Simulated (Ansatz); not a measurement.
# BH6NOSiZn: the cost of one run

Program: Ansatz 0.2.0, Gaussian basis. Level of theory: the settings change from run to run. These are calculated values, not measurements.

**1. The molecule**

An earlier PBE0-D4 in a triple-zeta def2 set relaxation fixed the geometry.

SMILES `[OH][Zn][NH]B[SiH3]`, 11 atoms, charge 0, spin multiplicity 1.

Atoms are counted from 1 here; the program's logs count them from 0.

Bond lengths: O1–Zn2 1.774 Å, O1–H6 0.959 Å, Zn2–N3 1.847 Å, N3–B4 1.388 Å, N3–H7 1.011 Å, B4–Si5 2.021 Å, B4–H8 1.201 Å, Si5–H9 1.490 Å, Si5–H10 1.490 Å, Si5–H11 1.523 Å. Angles: Zn2–O1–H6 114.5°, O1–Zn2–N3 169.1°, Zn2–N3–B4 121.3°, Zn2–N3–H7 120.8°, B4–N3–H7 117.9°, N3–B4–Si5 114.0°, N3–B4–H8 121.4°, Si5–B4–H8 124.6°, B4–Si5–H9 116.5°, B4–Si5–H10 116.6°, B4–Si5–H11 104.0°, H9–Si5–H10 107.8°, H9–Si5–H11 105.3°, H10–Si5–H11 105.4°.

**2. CAM-B3LYP/cc-pVTZ**

Options: relativity set to scalar.

The input, in.yaml:

```yaml
crystal:
  periodic: [false, false, false]
  atoms:
    - {symbol: O, position_ang: [-2.972068, 0.788367, 0.831810]}
    - {symbol: Zn, position_ang: [-1.385901, 0.860292, 0.040672]}
    - {symbol: N, position_ang: [0.140841, 1.228169, -0.931329]}
    - {symbol: B, position_ang: [1.254222, 0.401043, -0.867333]}
    - {symbol: Si, position_ang: [1.028854, -1.189891, 0.358238]}
    - {symbol: H, position_ang: [-3.091651, 0.037832, 1.416107]}
    - {symbol: H, position_ang: [0.190805, 2.042288, -1.528870]}
    - {symbol: H, position_ang: [2.248181, 0.639439, -1.498622]}
    - {symbol: H, position_ang: [1.053920, -2.533870, -0.284134]}
    - {symbol: H, position_ang: [1.915561, -1.241078, 1.554336]}
    - {symbol: H, position_ang: [-0.382743, -1.032581, 0.909125]}
basis:
  gaussian: {orbitals: cc-pVTZ}
hamiltonian: {xc: {name: CAM-B3LYP}, pseudopotentials: {relativity: scalar}}
output: {forces: true}
```

Started as:

```sh
$ ansatz run in.yaml --threads 4 --pin off --events-out ev --progress --plain --max-ram 10444MiB
```

**Question.** How long does this run take on 4 threads of Arm Neoverse N1, shared host, and how much memory does it need?

About 14 s, with a peak of 1.2 GiB.
